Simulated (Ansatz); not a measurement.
Crystal: NaCu.

```
CELL_PARAMETERS angstrom
2.94224 0.00000 0.00000
0.00000 2.94224 0.00000
0.00000 0.00000 4.04091
ATOMIC_POSITIONS crystal
Na 0.00000 0.00000 0.00000
Cu 0.50000 0.50000 0.50000
```

The cell was built by a generator and needn't be a form met in nature.

Base run:

```yaml
Program: Ansatz 0.2.0
Functional: PBE
Potentials_or_basis: Ansatz PAW
Cutoff: 420 eV
Density_cutoff: 1680 eV
k_mesh: 9 × 9 × 7
Occupations: fermi-dirac, width 0.05 eV
Spin: no spin polarisation
```

Its results: band gap on the k mesh none (metal or under the smearing width); pressure 3.0 GPa.

Question: After a change of settings the same cell gave: band gap on the k mesh none (metal or under the smearing width); pressure -1.9 GPa. Which change was it?
A. functional from PBE to r2SCAN; cutoff from 420 eV to 500 eV; density cutoff from 1680 eV to 2000 eV
B. functional from PBE to PBEsol
C. functional from PBE to LDA
D. functional from PBE to revPBE

Answer: C.

LDA binds more tightly than PBE, so the same cell stands under less pressure.

Caveats: the PAW data sets come from PBE, with cores solved anew for the run's functional, which leaves a small shift of forces and pressure (some runs).

Not every run made on this cell is shown here.
